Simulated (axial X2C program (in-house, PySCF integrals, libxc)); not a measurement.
# PbCd⁺: EOM-IP-CCSD levels

Wanted for PbCd⁺: EOM-IP-CCSD levels, at the two-component level.

Method: two-component X2C with atomic mean-field terms, Pb dyall-cv3z, Cd dyall-cv3z; program: an in-house X2C program for linear molecules on PySCF integrals.

All values are calculated.

### Step 1. Input

task.json reads:

```json
{
 "zs": [
  82,
  48
 ],
 "q": 1,
 "bas": [
  "dyall-cv3z",
  "dyall-cv3z"
 ],
 "r0": 2.8,
 "eom": "ip",
 "rq": 0,
 "thr": -1.0,
 "nmax": 95,
 "grid": [
  1,
  0.96,
  1.045,
  0.92,
  1.09,
  1.15
 ]
}
```

Keys: zs atomic numbers; q charge; bas basis sets; r0 starting distance in Å; eom kind of EOM run; thr threshold in hartree for freezing inner shells (an s shell follows its p shell); nmax most natural virtual spinors; grid distances as factors.

Run with:

```
python soeom.py task.json out
```

Further steps of the session: EOM-IP-CCSD at 3.201 Å.

Q: Predict the outcome of this session. Wanted: next root led by one particle; T1 of the reference; lowest state, Re and ωe.

The runs gave:

```
                     quantity                             value
       lowest root at 3.201 Å                 Ω = 1/2, 6.803 eV
next root led by one particle  Ω = 1/2, about 16790 cm⁻¹ higher
          T1 of the reference                             0.015
      lowest state, Re and ωe                3.129 Å, 81.4 cm⁻¹
```

What this shows: Removing an electron from the reference determinant of PbCd costs 6.80 eV and empties a spinor of 67% Pb pπ, 12% Cd sσ, 11% Pb pσ. Errors of 0.1 to 0.3 eV are usual at this size, and roots led by higher excitations are left out, so the list is incomplete, and low states of that kind can be missing.
